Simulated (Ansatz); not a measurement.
# CH₄OSZn: up Jacob's ladder to CCSD(T)

Aim: compute CH₄OSZn with functionals from several rungs and with coupled cluster. The yardstick is the atomisation energy at the CCSD(T) limit.

The runs use Ansatz 0.2.0, Gaussian basis; functionals in def2-TZVPP, the program's frozen cores in correlated methods.

The runs, in order: LDA (SPW92), PBE-D4, revPBE-D4, BLYP-D4, r2SCAN-D4, B97M-V, PBE0-D4, B3LYP-D4, r2SCANh-D4, r2SCAN0-D4, HSE06-D4, BHLYP-D4, CAM-B3LYP-D4, LC-ωPBE, ωB97X-V, ωB97M-V, B2PLYP, PBE-QIDH; CCSD(T)/def2-SVP; CCSD(T)/def2-TZVPP; MP2/def2-QZVPP; extrapolation to the limit; RPA on PBE.

### 1 Structure used throughout

The geometry comes from an earlier relaxation with PBE0-D4 in a triple-zeta def2 set; it is a stationary point, not always the lowest conformer.

SMILES `SC[O][ZnH]`, 8 atoms, charge 0, spin multiplicity 1.

Atoms are counted from 1 here; the program's logs count them from 0.

Bond lengths: S1–C2 1.857 Å, S1–H5 1.344 Å, C2–O3 1.360 Å, C2–H6 1.099 Å, C2–H7 1.096 Å, O3–Zn4 1.833 Å, Zn4–H8 1.523 Å. Angles: C2–S1–H5 96.3°, S1–C2–O3 111.9°, S1–C2–H6 102.7°, S1–C2–H7 106.8°, O3–C2–H6 113.5°, O3–C2–H7 112.9°, H6–C2–H7 108.3°, C2–O3–Zn4 112.6°, O3–Zn4–H8 165.9°.

### 2 LDA

This LDA is Slater exchange with PW92 correlation.

File in.yaml:

```yaml
crystal:
  periodic: [false, false, false]
  atoms:
    - {symbol: S, position_ang: [0.609062, 1.333072, -0.228151]}
    - {symbol: C, position_ang: [0.731118, -0.252060, 0.731712]}
    - {symbol: O, position_ang: [-0.284865, -1.105532, 0.433453]}
    - {symbol: Zn, position_ang: [-1.608704, -0.307476, -0.550973]}
    - {symbol: H, position_ang: [1.070155, 0.837876, -1.389551]}
    - {symbol: H, position_ang: [0.721001, 0.094987, 1.774908]}
    - {symbol: H, position_ang: [1.720066, -0.675319, 0.520044]}
    - {symbol: H, position_ang: [-2.865633, 0.017353, -1.347240]}
basis:
  gaussian: {orbitals: def2-TZVPP}
hamiltonian: {xc: lda}
output: {orbitals: {seedname: orbitals}}
```

The run is started by

```
$ ansatz run in.yaml --threads 4 --pin off --events-out ev --progress --plain --max-ram 10444MiB
```

Further steps of the session: PBE-D4 (GGA); revPBE-D4 (GGA); BLYP-D4 (GGA); r2SCAN-D4 (meta-GGA); B97M-V (meta-GGA); B3LYP-D4 (hybrid); r2SCANh-D4 (hybrid); r2SCAN0-D4 (hybrid); HSE06-D4 (hybrid); BHLYP-D4 (hybrid); CAM-B3LYP-D4 (range-separated); LC-ωPBE (range-separated); ωB97X-V (range-separated); ωB97M-V (range-separated); B2PLYP (double hybrid); PBE-QIDH (double hybrid); CCSD(T) in def2-SVP; CCSD(T) in def2-TZVPP; MP2 in def2-QZVPP; RPA on PBE orbitals.

Before running them: what should the planned runs give, taken together? Wanted: atomisation energy, CCSD(T)/CBS; farthest beyond LDA; mean size of error, GGA; mean size of error, meta-GGA; mean size of error, hybrid; mean size of error, range-separated; mean size of error, double hybrid; gap, smallest and largest; T1 diagnostic.

**Answer**, as computed:

```
                               quantity                                                                  value
        atomisation energy, CCSD(T)/CBS                                                         582.2 kcal/mol
functionals within 2.9 kcal/mol (0.5 %)  B97M-V, PBE0-D4, r2SCANh-D4, HSE06-D4, CAM-B3LYP-D4, LC-ωPBE, ωB97M-V
                    farthest beyond LDA                                              BHLYP-D4 (-27.1 kcal/mol)
                mean size of error, GGA                                                           7.5 kcal/mol
           mean size of error, meta-GGA                                                           3.7 kcal/mol
             mean size of error, hybrid                                                           7.0 kcal/mol
    mean size of error, range-separated                                                           2.3 kcal/mol
      mean size of error, double hybrid                                                           7.6 kcal/mol
              gap, smallest and largest                                  4.71 eV (BLYP-D4), 11.70 eV (LC-ωPBE)
                          T1 diagnostic                                                                 0.0161
triples share of the correlation energy                                                                  3.7 %
```

**Reading.** The LDA atomisation energy is off by 102.6 kcal/mol (18 %): it overbinds. PBE-D4 misses by +13.4 kcal/mol. Double hybrids carry the basis error of their MP2 part in triple zeta, and no dispersion term here, so their miss is partly the set-up's. By mean error the best rung here is range-separated (2.3 kcal/mol) and the worst beyond LDA is double hybrid (7.6 kcal/mol). GGA functionals lie within the reference's doubt of that worst mean (7.5 kcal/mol), so those two tie. The reference freezes the cores and leaves out relativity and excitations past (T), so misses under about 2.9 kcal/mol can't be ranked. Hartree-Fock recovers 68 % of the binding; the rest is correlation. CCSD(T) in def2-SVP is off by -40.0 kcal/mol, worse than the median functional, from the basis alone. Orbital gaps span 4.7 to 11.7 eV; exact exchange widens them. For Zn the d shell is correlated and the shells below it are frozen.
